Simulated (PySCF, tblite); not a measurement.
**C8H12P2: geometry, infrared bands and NMR shifts**

What infrared bands and NMR shifts should C8H12P2 (`C=CPCP(C#CC)C=C`) show?

Programs: tblite 0.8.0 and PySCF 2.14.0, with density-fitted response routines of our own. Each step states its level of theory. These are calculated values for one molecule in the gas phase, unless marked as measured. Atoms count from 0, in the outputs and in this text.

## (1) The starting structure

22 atoms, charge 0, multiplicity 1; geometry from: force field or distance geometry start.

Bonds of the start (Å): C0–C1 1.33, C1–P2 1.84, P2–C3 1.82, C3–P4 1.85, P4–C5 1.81, C5–C6 1.21, C6–C7 1.48, P4–C8 1.86, C8–C9 1.33, C0–H10 1.08, C0–H11 1.10, C1–H12 1.06, P2–H13 1.46, C3–H14 1.12, C3–H15 1.10, C7–H16 1.09, C7–H17 1.11, C7–H18 1.12, C8–H19 1.08, C9–H20 1.09, C9–H21 1.08.

## (2) Geometry optimisation with GFN2-xTB

Job settings and geometry (Å):

```
{"job": {"kind": "relax", "xc": "GFN2-xTB", "basis": "xTB"}, "charge": 0, "multiplicity": 1}
C     -4.558400     0.508100     0.660900
C     -3.744000     0.945400    -0.295400
P     -1.965700     1.305700    -0.003300
C     -0.931400    -0.162400     0.298600
P      0.382600    -0.412600    -0.980300
C      1.924200     0.443500    -0.553400
C      2.953300     1.024900    -0.277500
C      4.221200     1.723200     0.048200
C      0.741300    -2.233100    -1.005900
C      1.207000    -2.730300     0.140200
H     -4.270900     0.338100     1.687200
H     -5.603000     0.318600     0.389200
H     -4.141200     1.081600    -1.271100
H     -1.410200     2.100400    -1.090300
H     -0.389200    -0.102400     1.277400
H     -1.507200    -1.097900     0.348800
H      4.002500     2.557100     0.719900
H      4.755900     2.027000    -0.881500
H      4.931500     1.049600     0.597900
H      0.569100    -2.832300    -1.886100
H      1.360800    -2.066700     0.997200
H      1.461300    -3.765900     0.276800
```

Launch:

```bash
> OMP_NUM_THREADS=1 python probes_run.py task.json out
```

The driver reads the jobs from task.json and runs them one after another.

**Question.** This job is followed by: GFN2-xTB harmonic vibrations, gas phase; GIAO PBE0/pcSseg-1 NMR shielding, non-relativistic, gas phase. Predict these results of the whole session: strongest single infrared mode (GFN2-xTB); zero-point energy (GFN2-xTB); 13C shifts against TMS (PBE0/pcSseg-1); 1H shifts against TMS (PBE0/pcSseg-1, means over atoms taken as alike); 31P shifts against H3PO4 (PBE0/pcSseg-1); surface potential, 1st and 99th percentile.

The runs gave:

```
                                                              quantity                                                     value
                             strongest single infrared mode (GFN2-xTB)                                     2230 cm⁻¹, 146 km/mol
                                          zero-point energy (GFN2-xTB)                                            104.2 kcal/mol
                                13C shifts against TMS (PBE0/pcSseg-1)    150.1, 147.2, 129.4, 126.7, 120.3, 81.9, 29.0, 6.4 ppm
1H shifts against TMS (PBE0/pcSseg-1, means over atoms taken as alike)  6.90, 6.50, 6.27, 6.09, 6.00, 5.70, 4.04, 2.23, 2.13 ppm
                              31P shifts against H3PO4 (PBE0/pcSseg-1)                                          -59.7, -87.8 ppm
                                 surface potential, 1st and 99th percentile                                        -1.15 V and 0.91 V
```

What this shows: Over 223 steps the energy fell by 1.767 eV; of the close pairs, P2–H13 changed most, 1.457 to 1.403 Å. All 60 modes are real, so the xTB geometry is a minimum. The strongest single mode, at 2230 cm⁻¹, moves mainly H13. GFN2-xTB is a fitted tight-binding method: band positions and strengths are rough. Its intensities can rank the bands wrongly.
